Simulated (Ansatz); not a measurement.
**GeH₂O: small, medium and large basis sets**

One table from this session's results is given with a row withheld; the runs are named, their logs left out.

Program: Ansatz 0.2.0, Gaussian basis. Level of theory: one geometry, several basis sets. These are calculated values, not measurements.

The runs, in order: PBE0-D4/def2-SVP; ωB97M-V/def2-SVP; PBE0-D4/def2-QZVPP; ωB97M-V/def2-QZVPP; the functionals' def2-TZVPP values are taken from earlier runs.

## The geometry

An earlier PBE0-D4 in a triple-zeta def2 set relaxation fixed the geometry.

SMILES `[OH][GeH]`, 4 atoms, charge 0, spin multiplicity 1.

Atoms are counted from 1 here; the program's logs count them from 0.

Bond lengths: O1–Ge2 1.791 Å, O1–H3 0.961 Å, Ge2–H4 1.599 Å. Angles: Ge2–O1–H3 111.5°, O1–Ge2–H4 92.3°.

Set-up of the first run:

The input, in.yaml:

```yaml
crystal:
  periodic: [false, false, false]
  atoms:
    - {symbol: O, position_ang: [-0.122321, -0.662233, 0.516285]}
    - {symbol: Ge, position_ang: [0.511645, 0.566057, -0.621920]}
    - {symbol: H, position_ang: [0.543504, -1.322222, 0.728865]}
    - {symbol: H, position_ang: [-0.877329, 1.358099, -0.643530]}
basis:
  gaussian: {orbitals: def2-SVP}
hamiltonian: {xc: pbe0, dispersion: d4}
output: {orbitals: {seedname: orbitals}}
```

Command:

```bash
$ ansatz run in.yaml --threads 2 --pin off --events-out ev --progress --plain --max-ram 20480MiB --backend cpu
```

Among the steps run: PBE0-D4 in def2-SVP; ωB97M-V in def2-SVP; PBE0-D4 in def2-QZVPP; ωB97M-V in def2-QZVPP.

One of the session's tables, all rows but one given; the rest of the session is left out.

It belongs to the step «Functionals by basis». 

```
functional       basis  HOMO (eV)  LUMO (eV)
   PBE0-D4    def2-SVP      -6.64      -2.15
   PBE0-D4  def2-TZVPP      -6.72      -2.24
   PBE0-D4  def2-QZVPP      -6.78      -2.32
   ωB97M-V    def2-SVP      -8.75      -0.09
   ωB97M-V  def2-TZVPP          ?          ?
   ωB97M-V  def2-QZVPP      -8.93      -0.40
```

**Question.** Estimate the row for ωB97M-V, def2-TZVPP.

The run gave: HOMO (eV): -8.87; LUMO (eV): -0.23. In the column «HOMO (eV)» it lies between ωB97M-V, def2-QZVPP (-8.93) and ωB97M-V, def2-SVP (-8.75).
